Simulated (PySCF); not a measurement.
# C2H6Cu (Cu(CH3)2): the cost of one run

Computed with PySCF 2.14.0 and routines of our own; the level stands in each step. Atoms count from 0.

## 1. The starting structure

9 atoms, charge 0, states of the metal's open shell are computed; geometry from: model start, shaken.

## 2. Geometry optimisation at PBE0-D3(BJ)/def2-TZVP

Job settings and geometry (Å):

```
{"job": {"xc": "PBE0", "basis": "def2-TZVP", "d3": "d3bj", "grid": 1, "maxiter": 45, "kind": "geom"}, "charge": 0, "metal": "Cu", "open_shell": "d9"}
Cu     0.000020     0.004480    -0.004110
C     -0.013360    -0.006820     1.935130
H      1.034560     0.020100     2.318840
H     -0.526140     0.902520     2.331580
H     -0.515250    -0.909130     2.325780
C      0.010430    -0.020160    -1.956860
H     -1.062180    -0.019340    -2.353850
H      0.513300     0.876170    -2.322150
H      0.519180    -0.897980    -2.363970
```

Launch:

```bash
$ OMP_NUM_THREADS=1 python lf_run.py task.json out
```

One launch serves the whole session: the jobs run in the order shown.

**Question.** How long does this first job take on 1 thread of Arm Neoverse V2, shared host, and how much memory does it need?

About 1.9 min, with a peak of 0.53 GiB.
